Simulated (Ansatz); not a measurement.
Crystal: TaV.

```
CELL_PARAMETERS angstrom
1.60670 -2.30777 0.00000
1.60670 2.30777 0.00000
0.00000 0.00000 4.34136
ATOMIC_POSITIONS crystal
Ta 0.00000 0.00000 0.00000
V 0.50000 0.50000 0.50000
```

The cell comes from a database or a generator and needn't be the stable form of this composition.

```yaml
Program: Ansatz 0.2.0
Task: relaxation of cell and atoms
Functional: LDA
Potentials_or_basis: all-electron LAPW, scalar-relativistic
Basis_error_allowed: 0.001 eV/atom
k_mesh: 7 × 7 × 5
Occupations: fermi-dirac, width 0.05 eV
Spin: collinear spin, ferromagnetic start
Starting_moments: "[0.0, 2.0] μB"
```

At the start: volume 16.10 Å³/atom.

Task: Where does the relaxation end?

Result: Over 8 steps the energy falls by 46.0 meV/atom and the volume is 15.00 Å³/atom (-6.8 %); space group Cmmm (No. 65, to 0.05 Å); moment 0.00 μB per cell.

Step by step:
| step | energy change (eV) | largest force (eV/Å) | volume (Å³) |
| --- | --- | --- | --- |
| 1 | 0.0000 | 0.0000 | 32.19 |
| 2 | -0.0094 | 0.0000 | 28.18 |
| 3 | -0.0909 | 0.0000 | 30.21 |
| 4 | -0.0918 | 0.0000 | 30.02 |
| 5 | -0.0919 | 0.0000 | 30.00 |
| 6 | -0.0920 | 0.0000 | 30.00 |
| 7 | -0.0920 | 0.0000 | 30.01 |
| 8 | -0.0920 | 0.0000 | 30.01 |

Final structure:
```yaml
crystal:
  lattice:
    - [1.56313, -2.26265, 0.00000]
    - [1.56313, 2.26265, 0.00000]
    - [0.00000, 0.00000, 4.24238]
  atoms:
    - { symbol: Ta, position: [0.00000, 0.00000, 0.00000] }
    - { symbol: V, position: [0.50000, 0.50000, 0.50000] }
```

Caveat: the k mesh is thin for a metal, which can move the energy by tens of meV per atom; the starting moments weren't kept.
